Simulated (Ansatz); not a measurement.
# SiH3Cl (chlorosilane): MP2/aug-cc-pVDZ

What is the electronic atomisation energy of SiH3Cl (chlorosilane) at MP2/aug-cc-pVDZ? 

Program for the calculation: Ansatz 0.2.0.

60 further runs of the same task are left out: 2 that didn't finish, 58 set aside as unsound or not needed.

## Step 1: The molecule

SiH3Cl has 5 atoms, charge 0, and is taken as a singlet. As SMILES, `[SiH3]Cl`. Geometry: relaxed at PBE0-D4/def2-TZVP.

Bond lengths: Si1–Cl2 2.054 Å, Si1–H3 1.481 Å, Si1–H4 1.481 Å, Si1–H5 1.481 Å. Angles: Cl2–Si1–H3 108.5°, Cl2–Si1–H4 108.5°, Cl2–Si1–H5 108.5°, H3–Si1–H4 110.4°, H3–Si1–H5 110.4°, H4–Si1–H5 110.4°.

## Step 2: The energy at MP2/aug-cc-pVDZ

The input, job.yaml:

```yaml
crystal:
  periodic: [false, false, false]
  atoms:
    - symbol: Si
      position_ang: [-0.112000, 0.018600, -0.030900]
    - symbol: Cl
      position_ang: [1.838300, -0.513500, 0.329900]
    - symbol: H
      position_ang: [-0.950900, -0.488300, 1.079100]
    - symbol: H
      position_ang: [-0.534700, -0.585700, -1.314900]
    - symbol: H
      position_ang: [-0.190800, 1.495400, -0.104700]
basis:
  gaussian:
    orbitals: aug-cc-pVDZ
correlation:
  method: mp2
  frozen_orbitals: {Cl: 5, H: 0, Si: 5}
accuracy: high
```

Started as:

```console
ansatz run job.yaml --threads 1 --pin off --max-ram 3480MiB --events-out events.jsonl --progress --plain --runs-dir runs
```

Standard output:

```text
Warning: RAYON_NUM_THREADS=1 ignored (pool sized by the plan → 1); use --threads N
Functional definition: HF
  name "HF"
  exchange = exact_x
  correlation = 0
1640 factors; integrals over basis functions are off by at most 3.8e-9 eV
mean field evaluation 1: about -20414.0018 eV, gradient 1.2e1 eV
mean field evaluation 2: about -20414.0066 eV, gradient 1.2e1 eV
mean field evaluation 4: about -20414.6695 eV, gradient 1.3e0 eV
mean field evaluation 8: about -20414.6770 eV, gradient 2.1e-4 eV
mean field -20414.67696113 eV, -750.2255407563 hartree, gradient 1.4e-8 eV, S^2 0.000000; 0 other end points of the search recorded, 0 dependent functions left out
10 core orbitals not correlated: weight in the atoms' cores, before any rotation towards them, 1.000 or more for the frozen orbitals, at most 0.000 for the correlated occupied ones
reference -20414.67696113 eV, -750.2255407563 hartree; 7, 7 occupied and 64, 64 virtual orbitals, 1640 factors
second order -6.97964601 eV of doubles, -0.00000000 eV of singles
Total energy: -20421.65660713 eV, -750.4820380161 hartree
```

It took 1.9 s on 1 thread of Intel Xeon Platinum 8375C at 2.90GHz (Ice Lake), shared host; peak memory 0.2 GiB.

## Step 3: The Cl atom

The input, input.yaml:

```yaml
basis:
  gaussian:
    orbitals: aug-cc-pVDZ
crystal:
  periodic: [false, false, false]
  atoms:
    - symbol: Cl
      position_ang: [0.000000, 0.000000, 0.000000]
magnetization:
  spin_polarized: true
  initial_magnetization: 1
accuracy: high
correlation:
  method: mp2
  frozen_orbitals: {Cl: 5}
```

Started as:

```console
ansatz run input.yaml --threads 1 --pin off --max-ram 3480MiB --events-out events.jsonl --progress --plain --runs-dir runs
```

Standard output, cut to the lines that bear on the results:

```text
Warning: RAYON_NUM_THREADS=1 ignored (pool sized by the plan → 1); use --threads N
[... 2 set-up lines as earlier in the session ...]
[...]
231 factors; integrals over basis functions are off by at most 3.0e-9 eV
[...]
mean field -12502.89132139 eV, -459.4727812969 hartree, gradient 6.6e-8 eV, S^2 0.757175; 3 other end points of the search recorded, 0 dependent functions left out
5 core orbitals not correlated: weight in the atoms' cores, before any rotation towards them, 1.000 or more for the frozen orbitals, at most 0.000 for the correlated occupied ones
reference -12502.89132139 eV, -459.4727812969 hartree; 4, 3 occupied and 18, 19 virtual orbitals, 231 factors
second order -3.24818516 eV of doubles, -0.00000000 eV of singles
Total energy: -12506.13950655 eV, -459.5921498999 hartree
```

Run time: 0.18 s. Hardware: 1 thread of Intel Xeon Platinum 8375C at 2.90GHz (Ice Lake), shared host.

## Step 4: The H atom: a single-point energy at UHF/aug-cc-pVDZ

The input, molecule.yaml:

```yaml
crystal:
  periodic: [false, false, false]
  atoms:
    - {symbol: H, position_ang: [0.000000, 0.000000, 0.000000]}
basis:
  gaussian:
    orbitals: aug-cc-pVDZ
magnetization:
  spin_polarized: true
  initial_magnetization: 1
hamiltonian:
  xc: hf
accuracy: high
```

Run the same way, it converges to -0.49933 Eh (log not shown).

## Step 5: The Si atom, same level

The input, job.yaml:

```yaml
crystal:
  periodic: [false, false, false]
  atoms:
    - {symbol: Si, position_ang: [0.000000, 0.000000, 0.000000]}
basis:
  gaussian:
    orbitals: aug-cc-pVDZ
magnetization:
  spin_polarized: true
  initial_magnetization: 2
accuracy: high
correlation:
  method: mp2
  frozen_orbitals: {Si: 5}
```

Started as:

```console
ansatz run job.yaml --threads 1 --pin off --max-ram 3480MiB --events-out events.jsonl --progress --plain --runs-dir runs
```

Standard output:

```text
Warning: RAYON_NUM_THREADS=1 ignored (pool sized by the plan → 1); use --threads N
[... 4 set-up lines as earlier in the session ...]
231 factors; integrals over basis functions are off by at most 3.2e-9 eV
mean field evaluation 1: about -7859.7968 eV, gradient 3.7e0 eV
mean field evaluation 2: about -7859.7975 eV, gradient 3.7e0 eV
mean field evaluation 4: about -7860.0344 eV, gradient 1.4e-1 eV
mean field evaluation 8: about -7860.0344 eV, gradient 5.2e-9 eV
mean field evaluation 16: about -7860.0344 eV, gradient 9.1e-6 eV
mean field evaluation 32: about -7860.0337 eV, gradient 2.0e-1 eV
mean field -7860.03439494 eV, -288.8509362913 hartree, gradient 3.0e-8 eV, S^2 2.013621; 3 other end points of the search recorded, 0 dependent functions left out
5 core orbitals not correlated: weight in the atoms' cores, before any rotation towards them, 1.000 or more for the frozen orbitals, at most 0.000 for the correlated occupied ones
reference -7860.03439494 eV, -288.8509362913 hartree; 3, 1 occupied and 19, 21 virtual orbitals, 231 factors
second order -1.26625403 eV of doubles, -0.00000000 eV of singles
Total energy: -7861.30064897 eV, -288.8974702686 hartree
```

It took 0.16 s on 1 thread of Intel Xeon Platinum 8375C at 2.90GHz (Ice Lake), shared host.

## Step 6: Summary of results

At MP2/aug-cc-pVDZ, 10 core orbitals frozen:

| quantity | value |
| --- | --- |
| molecule: total energy | -750.48204 Eh |
| molecule: correlation energy (10 core orbitals frozen) | -256.5 mEh |
| Cl atom: total energy | -459.59215 Eh |
| Cl atom: correlation energy (5 core orbitals frozen) | -119.4 mEh |
| Cl atom: ⟨S²⟩ of the reference determinant | 0.757 |
| H atom: total energy | -0.49933 Eh |
| H atom: ⟨S²⟩ | 0.750 |
| Si atom: total energy | -288.89747 Eh |
| Si atom: correlation energy (5 core orbitals frozen) | -46.5 mEh |
| Si atom: ⟨S²⟩ of the reference determinant | 2.014 |
| electronic atomisation energy | 13.454 eV |

What this shows: Taking the molecule apart into free atoms costs 13.45 eV (1298 kJ/mol), before zero-point energy and without spin-orbit coupling.
